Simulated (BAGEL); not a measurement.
# ZrO2 (zirconia) at RI-MP2/x2c-SV(P)all (DKH2, density fitting with AutoAux)

What is the energy difference between two shapes of ZrO2 (zirconia) at RI-MP2/x2c-SV(P)all (DKH2, density fitting with AutoAux)? 

Program for the calculation: BAGEL 1.2.2.

## Step 1: The molecule

ZrO2: 3 atoms, total charge 0, spin state singlet. As SMILES, `[O]=[Zr]=[O]`. The coordinates come from a PBE0-D4/def2-TZVP relaxation.

Bond lengths: O1–Zr2 1.761 Å, Zr2–O3 1.761 Å. Angles: O1–Zr2–O3 107.9°.

## Step 2: A single-point energy at RI-MP2/x2c-SV(P)all (DKH2, density fitting with AutoAux)

Contents of job.json:

```json
{ "bagel" : [

{
  "title" : "molecule",
  "basis" : "x2c-sv_p_all.json",
  "df_basis" : "x2c-sv_p_all-autoaux.json",
  "angstrom" : "true",
  "dkh" : "true",
  "geometry" : [
    { "atom" : "O", "xyz" : [    0.654500,    1.252500,    0.388400 ] },
    { "atom" : "Zr", "xyz" : [    0.348500,   -0.481700,    0.351800 ] },
    { "atom" : "O", "xyz" : [   -1.003000,   -0.770800,   -0.740100 ] }
  ]
},
{
  "title" : "hf",
  "thresh" : 1.0e-4,
  "maxiter" : 100
},
{
  "title" : "mp2",
  "ncore" : 16
}

]}
```

The basis set x2c-SV(P)all is read from a file made from the Basis Set Exchange's data (not shown).

Launch:

```bash
$ BAGEL_NUM_THREADS=1 BAGEL job.json > job.out
```

The program printed:

```text
* using 1 threads per process

  ===============================================================
  ===============================================================

  *** Geometry ***

  { "atom" : "O", "xyz" : [      1.236826,      2.366882,      0.733970 ] },
  { "atom" : "Zr", "xyz" : [      0.658570,     -0.910281,      0.664806 ] },
  { "atom" : "O", "xyz" : [     -1.895395,     -1.456601,     -1.398586 ] },

  Number of auxiliary basis functions:      619

  Since a DF basis is specified, we compute 2- and 3-index integrals:
    o Being stored without compression. Storage requirement is 0.027 GB

  Number of basis functions:       74
  Number of electrons      :       56

    * METHOD: MOLECULE                             0.26

  *** RHF ***

  === Nuclear Repulsion ===
   204.1682177816

      * DIIS with orbital gradients will be used.

  === RHF iteration (x2c-sv_p_all.json) ===
      0      -3744.25573851          0.04191508           0.09
      1      -3739.68976517          0.13017401           0.08
      2      -3745.09239056          0.00543980           0.08
      3      -3745.10648818          0.00119679           0.08
      4      -3745.10742972          0.00041663           0.08
      5      -3745.10764943          0.00016240           0.08
      6      -3745.10768372          0.00005717           0.08
    * SCF iteration converged.

    * Permanent dipole moment:
           (   -1.890855,     2.613899,    -1.908622) a.u.

    * METHOD: HF                                   0.90

  *** RHF ***

  === Nuclear Repulsion ===
   204.1682177816

      * DIIS with orbital gradients will be used.

  === RHF iteration (x2c-sv_p_all.json) ===
      0      -3745.10768721          0.00003559           0.08
      1      -3745.10768845          0.00002528           0.08
      2      -3745.10768888          0.00001846           0.08
      3      -3745.10768932          0.00000372           0.08
      4      -3745.10768934          0.00000196           0.08
      5      -3745.10768935          0.00000086           0.08
      6      -3745.10768935          0.00000076           0.08
      7      -3745.10768935          0.00000009           0.08
      8      -3745.10768935          0.00000007           0.08
      9      -3745.10768935          0.00000003           0.08
     10      -3745.10768935          0.00000001           0.08
    * SCF iteration converged.

    * Permanent dipole moment:
           (   -1.890843,     2.613578,    -1.908571) a.u.

  === DF-MP2 calculation ===

    * freezing 16 orbitals
    * 3-index integral transformation done
    * assembly done

      MP2 correlation energy:   -0.6604783745      0.03

      MP2 total energy:       -3745.7681677250

    * METHOD: MP2                                  1.05

  ===============================================================
```

Run time: 2.4 s. Hardware: 1 thread of Arm Neoverse V2, shared host.

## Step 3: The distorted shape

Contents of mp2.json:

```json
{ "bagel": [

{
  "title": "molecule",
  "basis": "x2c-sv_p_all.json",
  "df_basis": "x2c-sv_p_all-autoaux.json",
  "angstrom": true,
  "dkh": true,
  "geometry": [
    { "atom": "O", "xyz": [       0.683886,       1.300471,       0.377646 ] },
    { "atom": "Zr", "xyz": [       0.381773,      -0.508631,       0.355856 ] },
    { "atom": "O", "xyz": [      -1.020470,      -0.756260,      -0.753083 ] }
  ]
},

{
  "title": "hf",
  "thresh": 1.0e-4,
  "maxiter": 100
},

{
  "title": "mp2",
  "ncore": 16
}

]}
```

The basis set x2c-SV(P)all is read from a file made from the Basis Set Exchange's data (not shown).

Launch:

```bash
$ BAGEL_NUM_THREADS=1 BAGEL mp2.json > mp2.out
```

The program printed:

```text
* using 1 threads per process

  ===============================================================
  ===============================================================

  *** Geometry ***

  { "atom" : "O", "xyz" : [      1.292357,      2.457534,      0.713648 ] },
  { "atom" : "Zr", "xyz" : [      0.721446,     -0.961173,      0.672470 ] },
  { "atom" : "O", "xyz" : [     -1.928409,     -1.429124,     -1.423121 ] },

  Number of auxiliary basis functions:      619

  Since a DF basis is specified, we compute 2- and 3-index integrals:
    o Being stored without compression. Storage requirement is 0.027 GB

  Number of basis functions:       74
  Number of electrons      :       56

    * METHOD: MOLECULE                             0.26

  *** RHF ***

  === Nuclear Repulsion ===
   197.8186178028

      * DIIS with orbital gradients will be used.

  === RHF iteration (x2c-sv_p_all.json) ===
      0      -3744.20059585          0.04225034           0.09
      1      -3738.07704100          0.14720294           0.08
      2      -3745.07173977          0.00810384           0.08
      3      -3745.09710184          0.00242250           0.08
      4      -3745.09906976          0.00134712           0.08
      5      -3745.09987458          0.00038941           0.08
      6      -3745.10002522          0.00013642           0.08
      7      -3745.10005612          0.00006135           0.08
    * SCF iteration converged.

    * Permanent dipole moment:
           (   -1.957293,     2.847872,    -1.942828) a.u.

    * METHOD: HF                                   0.96

  *** RHF ***

  === Nuclear Repulsion ===
   197.8186178028

      * DIIS with orbital gradients will be used.

  === RHF iteration (x2c-sv_p_all.json) ===
      0      -3745.10005947          0.00005120           0.08
      1      -3745.10006066          0.00005442           0.08
      2      -3745.10006186          0.00002008           0.08
      3      -3745.10006283          0.00000448           0.08
      4      -3745.10006286          0.00000261           0.08
      5      -3745.10006288          0.00000129           0.08
      6      -3745.10006288          0.00000101           0.08
      7      -3745.10006288          0.00000012           0.08
      8      -3745.10006288          0.00000011           0.08
      9      -3745.10006288          0.00000005           0.08
     10      -3745.10006288          0.00000002           0.08
     11      -3745.10006288          0.00000001           0.08
     12      -3745.10006288          0.00000001           0.08
    * SCF iteration converged.

    * Permanent dipole moment:
           (   -1.959182,     2.850376,    -1.944672) a.u.

  === DF-MP2 calculation ===

    * freezing 16 orbitals
    * 3-index integral transformation done
    * assembly done

      MP2 correlation energy:   -0.6728410663      0.03

      MP2 total energy:       -3745.7729039504

    * METHOD: MP2                                  1.21

  ===============================================================
```

Wall time 2.6 s (1 thread of Arm Neoverse V2, shared host).

## Step 4: Outcome

At RI-MP2/x2c-SV(P)all (DKH2, density fitting with AutoAux), 16 core orbitals frozen:

| quantity | value |
| --- | --- |
| first shape: total energy | -3745.76817 Eh |
| first shape: correlation energy (16 core orbitals frozen) | -660.5 mEh |
| distorted shape: total energy | -3745.77290 Eh |
| distorted shape: correlation energy (16 core orbitals frozen) | -672.8 mEh |
| energy change with the atoms displaced | -0.129 eV |

What this shows: With the atoms displaced the energy falls by 0.13 eV (3.0 kcal/mol). The first shape isn't relaxed at this level, so the change isn't measured from a minimum.
